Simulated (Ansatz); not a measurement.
# AlAsClH5Si: a ladder of functionals and wavefunction methods

One table from this session's results is given with a row withheld; the runs are named, their logs left out.

The runs use Ansatz 0.2.0, Gaussian basis; functionals in def2-TZVPP, the program's frozen cores in correlated methods.

The runs, in order: LDA (SPW92), PBE-D4, revPBE-D4, BLYP-D4, r2SCAN-D4, B97M-V, PBE0-D4, B3LYP-D4, r2SCANh-D4, r2SCAN0-D4, HSE06-D4, BHLYP-D4, CAM-B3LYP-D4, LC-ωPBE, ωB97X-V, ωB97M-V, B2PLYP, PBE-QIDH; CCSD(T)/def2-SVP; CCSD(T)/def2-TZVPP; MP2/def2-QZVPP; extrapolation to the limit; RPA on PBE.

**The relaxed structure**

All runs share one geometry, relaxed beforehand with PBE0-D4 in a triple-zeta def2 set.

SMILES `[AlH2][SiH](Cl)[AsH2]`, 9 atoms, charge 0, spin multiplicity 1.

Atoms are counted from 1 here; the program's logs count them from 0.

Bond lengths: Al1–Si2 2.457 Å, Al1–H5 1.588 Å, Al1–H6 1.585 Å, Si2–Cl3 2.080 Å, Si2–As4 2.371 Å, Si2–H7 1.490 Å, As4–H8 1.522 Å, As4–H9 1.521 Å. Angles: Si2–Al1–H5 119.2°, Si2–Al1–H6 120.0°, H5–Al1–H6 120.8°, Al1–Si2–Cl3 110.1°, Al1–Si2–As4 110.9°, Al1–Si2–H7 113.1°, Cl3–Si2–As4 112.1°, Cl3–Si2–H7 105.9°, As4–Si2–H7 104.7°, Si2–As4–H8 92.4°, Si2–As4–H9 92.4°, H8–As4–H9 92.6°.

The first run:

File in.yaml:

```yaml
crystal:
  periodic: [false, false, false]
  atoms:
    - {symbol: Al, position_ang: [-1.280489, 1.586719, 0.327251]}
    - {symbol: Si, position_ang: [0.655973, 0.214521, -0.307354]}
    - {symbol: Cl, position_ang: [2.113508, 0.310377, 1.172813]}
    - {symbol: As, position_ang: [-0.001542, -2.016690, -0.766814]}
    - {symbol: H, position_ang: [-2.307378, 2.043426, -0.794270]}
    - {symbol: H, position_ang: [-1.519155, 1.963976, 1.848036]}
    - {symbol: H, position_ang: [1.316473, 0.678936, -1.559967]}
    - {symbol: H, position_ang: [-0.312246, -2.294984, 0.697202]}
    - {symbol: H, position_ang: [1.423357, -2.532481, -0.633898]}
basis:
  gaussian: {orbitals: def2-TZVPP}
hamiltonian: {xc: lda}
output: {orbitals: {seedname: orbitals}}
```

Started as:

```bash
$ ansatz run in.yaml --threads 4 --pin off --events-out ev --progress --plain --max-ram 10444MiB
```

Steps of the session up to this table: LDA; PBE-D4 (GGA); revPBE-D4 (GGA); BLYP-D4 (GGA); r2SCAN-D4 (meta-GGA); B97M-V (meta-GGA); B3LYP-D4 (hybrid); r2SCANh-D4 (hybrid); r2SCAN0-D4 (hybrid); HSE06-D4 (hybrid); BHLYP-D4 (hybrid); CAM-B3LYP-D4 (range-separated); LC-ωPBE (range-separated); ωB97X-V (range-separated); ωB97M-V (range-separated); B2PLYP (double hybrid); PBE-QIDH (double hybrid).

One table of the session follows, with a row left open; its other results are not shown here.

It belongs to the step «Frontier levels by functional». 

```
  functional  HOMO (eV)  LUMO (eV)  gap (eV)
 LDA (SPW92)      -6.30      -3.35      2.95
      PBE-D4      -6.19      -3.11      3.07
   revPBE-D4      -6.14      -3.01      3.14
     BLYP-D4          ?          ?         ?
   r2SCAN-D4      -6.44      -2.90      3.55
      B97M-V      -6.51      -3.09      3.42
     PBE0-D4      -7.22      -2.38      4.84
    B3LYP-D4      -7.01      -2.56      4.45
  r2SCANh-D4      -6.82      -2.64      4.18
  r2SCAN0-D4      -7.39      -2.26      5.12
    HSE06-D4      -6.84      -2.75      4.09
    BHLYP-D4      -8.12      -1.60      6.52
CAM-B3LYP-D4      -8.40      -1.43      6.97
     LC-ωPBE      -9.68      -0.38      9.31
     ωB97X-V      -9.37      -0.50      8.87
     ωB97M-V      -9.15      -0.76      8.39
```

Estimate the missing values for BLYP-D4.

Worked estimate for «HOMO (eV)». Against the share of exact exchange, B3LYP-D4 (0.2, -7.01), BHLYP-D4 (0.5, -8.12) give a slope of -3.70 per unit share; at 0 the line stands at -6.27.

**Answer.** HOMO (eV): -6.02; LUMO (eV): -2.97; gap (eV): 3.05. In «HOMO (eV)» the line misses by -0.25.
